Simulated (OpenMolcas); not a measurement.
# Pr²⁺ among point charges: CASSCF levels and susceptibility

Aim: the splitting of the states of Pr²⁺ in the field of 8 point charges, its lowest levels with spin-orbit coupling and its magnetic susceptibility.

Program: OpenMolcas 26.06. Level of theory: state-averaged CASSCF, spin-orbit coupling by RASSI with atomic mean-field integrals. These are calculated values, not measurements, unless marked.

## 1. The atom as given

- Species: Pr²⁺ (praseodymium, Z = 59, 57 electrons)
- Basis: ANO-RCC-VDZP [7s6p4d2f1g], 68 functions
- Scalar Hamiltonian: DKH2, point nucleus
- Inactive shells: 1s 2s 2p 3s 3p 3d 4s 4p 4d 5s 5p
- Active space: 3 electrons in 7 orbitals (4f)
- Some configurations of this space: 4f³
- Orbitals: optimised for the highest spin of each parity, averaged over all roots

The outer shells:

4f3
```
4f [↑ ][↑ ][↑ ][  ][  ][  ][  ]
```

The ion sits among 8 point charges of -1 e arranged as a cube (Oh), 2.92 Å from the ion.

Each step is its own input file, run in one work folder so that later steps find the files of earlier ones. Labels, J, g values, rates, χT and fits are worked out afterwards by a script from the matrices that RASSI stores. The input lists half of the charges; inversion (Group=XYZ) makes the rest.

## 2. Basis and integrals

File a.inp:

```
&GATEWAY
Coord
1

Pr 0.0 0.0 0.0
Basis=ANO-RCC-VDZP
Group=XYZ
NoMove
AngMom=0.0 0.0 0.0
AMFI
XField
4 Angstrom 0
1.685863 1.685863 1.685863 -1.000000
1.685863 1.685863 -1.685863 -1.000000
1.685863 -1.685863 1.685863 -1.000000
1.685863 -1.685863 -1.685863 -1.000000
&SEWARD
```

The run is started by

```console
OMP_NUM_THREADS=1 MOLCAS_MEM=2252 MOLCAS_PROJECT=a pymolcas a.inp > a.log
```

## 3. Reference wave functions, quartets of odd parity, 35 roots

File a.inp:

```
&RASSCF
FileOrb=start.orb
Symmetry=2
Spin=4
nActEl=3 0 0
Inactive=15 12
Ras2=0 7
CIRoot=35 35 1
SDav=35
CIMx=300
Iter=120 100
PrWF=0.3
OrbListing=Nothing
MaxOrb=0
>>> COPY $Project.JobIph JOB001
```

start.orb holds the contracted functions of the basis, ordered by shell, or the orbitals of the step before.

## 4. Reference wave functions, doublets of odd parity, 112 roots

File a.inp:

```
&RASSCF
FileOrb=start.orb
Symmetry=2
Spin=2
nActEl=3 0 0
Inactive=15 12
Ras2=0 7
CIRoot=112 112 1
SDav=112
CIMx=300
Iter=120 100
PrWF=0.3
OrbListing=Nothing
MaxOrb=0
CIOnly
>>> COPY $Project.JobIph JOB002
```

## 5. RASSI: spin-orbit coupling between the states

File a.inp:

```
&RASSI
NrOfJobIphs=2 35 96
1 2 3 4 5 6 7 8 9 10 11 12 13 14 15 16 17 18 19 20 21 22 23 24 25 26 27
28 29 30 31 32 33 34 35
1 2 3 4 5 6 7 8 9 10 11 12 13 14 15 16 17 18 19 20 21 22 23 24 25 26 27
28 29 30 31 32 33 34 35 36 37 38 39 40 41 42 43 44 45 46 47 48 49 50 51
52 53 54 55 56 57 58 59 60 61 62 63 64 65 66 67 68 69 70 71 72 73 74 75
76 77 78 79 80 81 82 83 84 85 86 87 88 89 90 91 92 93 94 95 96
IphNames
JOB001
JOB002
EJob
SpinOrbit
DIPRint=1.0
SOCoupling=1000.0
Subsets=2
Property=9
'ANGMOM' 1 'ANGMOM' 2 'ANGMOM' 3 'MLTPL  1' 1 'MLTPL  1' 2 'MLTPL  1' 3
'AMFI' 1 'AMFI' 2 'AMFI' 3
SOProperty=3
'ANGMOM' 1 'ANGMOM' 2 'ANGMOM' 3
```

**Question.** What will these runs give? Wanted: spin-free ground state; first state of the same spin within the active space; lowest level; next level.

As calculated:

```
                                            quantity                            value
                                              method                           CASSCF
                              spin-free ground state  4A1, 1-fold in its orbital part
first state of the same spin within the active space                 4T1 at 20.3 cm⁻¹
                                        lowest level                        4-fold Γ8
                                          next level                        44.0 cm⁻¹
                                         χT at 300 K                   1.71 cm³ K/mol
                           effective moment at 300 K                          3.70 μB
```

In words: The spin-free ground state (4A1) comes to 100 % from free-ion I terms and keeps the highest spin of the shell. The doublets rest on orbitals optimised for another spin in at least one step, which raises them against the optimised states. Not all states of the active space went into the spin-orbit step. High states of lower spin are left out of the spin-orbit mixing, and CASSCF puts spin-flip levels too high. This is an electrostatic model: the charges have no orbitals.
